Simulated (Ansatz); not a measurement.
# CH4O2Sn: the cost of one run

Program: Ansatz 0.2.0, Gaussian basis. Level of theory: unrestricted cation, the program's frozen cores in correlated methods. These are calculated values, not measurements.

Levels to be run: UKS PBE-D4/def2-TZVPP; UKS r2SCAN-D4/def2-TZVPP; UKS PBE0-D4/def2-TZVPP; UKS B3LYP-D4/def2-TZVPP; UKS wB97X-V/def2-TZVPP; UKS wB97M-V/def2-TZVPP; UKS B2PLYP/def2-TZVPP; UHF-CCSD(T)/def2-TZVPP; UHF-MP2/def2-QZVPP; extrapolation to the limit; then −ε(HOMO) from the neutral's earlier runs with LDA (SPW92), PBE-D4, revPBE-D4, BLYP-D4, r2SCAN-D4, B97M-V, PBE0-D4, B3LYP-D4, r2SCANh-D4, r2SCAN0-D4, HSE06-D4, BHLYP-D4, CAM-B3LYP-D4, LC-ωPBE, ωB97X-V, ωB97M-V.

## (1) The relaxed structure

An earlier PBE0-D4 in a triple-zeta def2 set relaxation fixed the geometry. Sn takes the def2 core potential; no spin-orbit term is included.

SMILES `C[O][Sn][OH]`, 8 atoms, charge 0, spin multiplicity 1.

Atoms are counted from 1 here; the program's logs count them from 0.

Bond lengths: C1–O2 1.400 Å, C1–H5 1.099 Å, C1–H6 1.095 Å, C1–H7 1.099 Å, O2–Sn3 1.982 Å, Sn3–O4 1.980 Å, O4–H8 0.961 Å. Angles: O2–C1–H5 112.4°, O2–C1–H6 109.2°, O2–C1–H7 112.4°, H5–C1–H6 107.4°, H5–C1–H7 107.9°, H6–C1–H7 107.4°, C1–O2–Sn3 127.1°, O2–Sn3–O4 98.4°, Sn3–O4–H8 117.1°.

As a file:

```csv
atom,x (Å),y (Å),z (Å)
C1,-0.2638,1.0049,0.0691
O2,0.8555,0.5159,0.7522
Sn3,1.5424,-1.3432,0.7446
O4,0.1924,-2.1465,-0.4610
H5,-1.1942,0.5095,0.3804
H6,-0.3759,2.0731,0.2807
H7,-0.1713,0.8942,-1.0204
H8,-0.4928,-1.5649,-0.8015
```

## (2) Cation, UKS PBE-D4/def2-TZVPP

File in.yaml:

```yaml
crystal:
  periodic: [false, false, false]
  atoms:
    - {symbol: C, position_ang: [-0.263844, 1.004904, 0.069148]}
    - {symbol: O, position_ang: [0.855506, 0.515852, 0.752198]}
    - {symbol: Sn, position_ang: [1.542431, -1.343233, 0.744649]}
    - {symbol: O, position_ang: [0.192378, -2.146485, -0.460991]}
    - {symbol: H, position_ang: [-1.194247, 0.509519, 0.380411]}
    - {symbol: H, position_ang: [-0.375927, 2.073071, 0.280651]}
    - {symbol: H, position_ang: [-0.171298, 0.894161, -1.020397]}
    - {symbol: H, position_ang: [-0.492800, -1.564889, -0.801471]}
basis:
  gaussian: {orbitals: def2-TZVPP}
total_charge: 1
magnetization: {spin_polarized: true, initial_magnetization: 1}
hamiltonian: {xc: pbe, dispersion: d4}
```

Run with:

```sh
$ ansatz run in.yaml --threads 2 --pin off --events-out ev --progress --plain --max-ram 32768MiB --backend cpu
```

What time and memory should one allow on 2 threads of AMD EPYC 7R13, shared host?

About 24 s, with a peak of 0.58 GiB.
